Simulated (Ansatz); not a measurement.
# Os: one contact scaled

The task here is to estimate one member of a computed series from the others.

Program: Ansatz 0.2.0. Level of theory: DFT r²SCAN, with the methods named in each step. These are calculated values, not measurements.

3 further runs of the same task are left out: 3 that didn't finish.

## The structure to begin with

It takes space group Fd-3m (No. 227, cubic). Conventional cell: a = 5.227 Å, b = 5.227 Å, c = 5.227 Å, α = 90.00°, β = 90.00°, γ = 90.00°. Around Os (site symmetry -43m) lie 4 Os at 2.26 Å.

Coordinates:

```
CELL_PARAMETERS angstrom
0.00000 2.61356 2.61356
2.61356 0.00000 2.61356
2.61356 2.61356 0.00000
ATOMIC_POSITIONS crystal
Os 0.87500 0.87500 0.87500
Os 0.12500 0.12500 0.12500
```

Atoms are numbered in the order of the input: Os1, Os2.

Set-up of the first run:

Input file input.yaml:

```yaml
crystal:
  lattice:
    - [0.0, 2.6135632448, 2.6135632448]
    - [2.6135632448, 0.0, 2.6135632448]
    - [2.6135632448, 2.6135632448, 0.0]
  atoms:
    - { symbol: Os, position: [-0.125, -0.125, -0.125] }
    - { symbol: Os, position: [0.125, 0.125, 0.125] }
kpoints:
  mp_grid: { grid: [10, 10, 10] }
scf:
  occupations: { method: fermi_dirac, width: 0.05 }
hamiltonian:
  xc: r2scan
  pseudopotentials: { kind: paw }
output:
  forces: true
  stress: true
  eigenvalues: true
  efg: { contact_densities: true }
  populations: true
  write_density: true
  write_potential: true
  elf: true
  volumetric_format: npy
```

Started as:

```console
> ansatz run input.yaml --threads 1 --pin off --max-ram 2048MiB --backend cpu --events-out ev --progress --plain --runs-dir out
```

Among the steps run: Shortest bond scaled by 1, PAW; Shortest bond scaled by 0.94, PAW; Shortest bond scaled by 0.76, PAW; Shortest bond scaled by 0.7, PAW; Shortest bond scaled by 0.58, PAW; Shortest bond scaled by 0.58, PAW (source ansatz).

One table of the session follows, with a row left open; its other results are not shown here.

| method | length (Å) | F from the given length (eV/cell) | force along the bond (eV/Å) | pressure (GPa) | largest force (eV/Å) |
| --- | --- | --- | --- | --- | --- |
| PAW | 1.313 | ? | ? | ? | ? |
| PAW | 1.584 | 17.086 | 88.041 | 225.94 | 88.041 |
| PAW | 1.720 | 8.431 | 44.707 | 134.61 | 44.707 |
| PAW | 2.128 | 0.343 | 5.273 | 54.65 | 5.273 |
| PAW | 2.263 | 0.000 | 0.000 | 51.82 | 0.000 |
| PAW (source ansatz) | 1.313 | – | 339.536 | 684.31 | 339.536 |

**Question.** Estimate the row for PAW, 1.313.

The run gave: F from the given length (eV/cell): 68.950; force along the bond (eV/Å): 351.748; pressure (GPa): 706.33; largest force (eV/Å): 351.748.

Limits of these values: Warnings in the runs' records: gradients without spin orbit.
